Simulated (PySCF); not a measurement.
# WO: bond curves at several levels of theory

What are the lowest state that PBE0 finds, the bond length, vibrational wavenumber and bond energy of WO, and how much do these hang on the method?

Computed with PySCF 2.14.0. Level: W x2c-TZVPPall, O x2c-TZVPPall, spin-free X2C with a Gaussian nucleus.

## 1. Input

The job is set up so:

```yaml
atoms: W, O
charge: 0
basis: W x2c-TZVPPall, O x2c-TZVPPall
Hamiltonian: spin-free X2C with a Gaussian nucleus
basis_functions: 128
electrons_treated: 82
masses_in_u: 183.9509, 15.9949
levels: PBE0, PBE, r²SCAN, B3LYP, BP86, B97-3, M06-2X, ωB97X, HF, MP2, SCS-MP2
grid: 80 radial by 434 angular points
occupations: held fixed by the projection of orbital angular momentum
dissociation_limit: W + O, each in its ground configuration
starting_distance_in_angstrom: 1.885
values_of_2S_to_try: 0, 2, 4, 6, 8
```

Started as:

```console
OMP_NUM_THREADS=2 python dia.py task.json out
```

The runs that follow: PBE0 along the bond; Excited determinants; PBE (GGA); r²SCAN (meta-GGA); B3LYP; BP86 (GGA); B97-3 (global hybrid GGA); M06-2X; ωB97X (range-separated hybrid); ROHF.

Before running it: what results should come out? Wanted: for each run, Re; ωe; De; μ.

The runs gave:

Lowest PBE0 solution found, without spin–orbit coupling: triplet, unpaired electrons δ ↑↑. State 2 has its PBE0 minimum 0.30 eV higher, as a spin-mixed determinant (⟨S²⟩ = 1.00), so this is no gap between pure states. State 3 has its PBE0 minimum 0.50 eV higher. State 4 has its PBE0 minimum 1.49 eV higher, as a spin-mixed determinant (⟨S²⟩ = 2.75), so this is no gap between pure states. The other levels ran on the lowest alone.

| level | Re (Å) | ωe (cm⁻¹) | De (eV) | μ (D) |
| --- | --- | --- | --- | --- |
| ROHF | 1.628 | 1202 | 3.26 | -2.91 |
| ROHF-MP2 | 1.652 | 1106 | 8.24 | n/a |
| ROHF-SCS-MP2 | 1.654 | 1106 | 7.95 | n/a |
| PBE | 1.642 | 1107 | 8.31 | -1.77 |
| BP86 | 1.644 | 1105 | 8.29 | -1.78 |
| r²SCAN | 1.623 | 1144 | 7.64 | -1.60 |
| B3LYP | 1.644 | 1122 | 7.54 | -2.19 |
| PBE0 | 1.634 | 1146 | 7.31 | -2.02 |
| B97-3 | 1.637 | 1139 | 7.29 | -2.12 |
| M06-2X | 1.641 | 1136 | 6.90 | -2.06 |
| ωB97X | 1.633 | 1158 | 7.50 | -2.32 |

De is counted to W + O in their ground configurations. A positive dipole means W(−)O(+).

What this shows: Bond lengths run from 1.623 Å (r²SCAN) to 1.654 Å (ROHF-SCS-MP2). Among the levels with a De in the table, it runs from 3.26 eV (ROHF) to 8.31 eV (PBE).

Correlated steps freeze 24 core orbitals. Spin–orbit coupling is left out, which matters for elements this heavy, above all for dissociation energies. The state is the lowest single determinant that the PBE0 search found; with open d or f shells the true ground state can be another one. With spin–orbit coupling the term label itself may not hold.
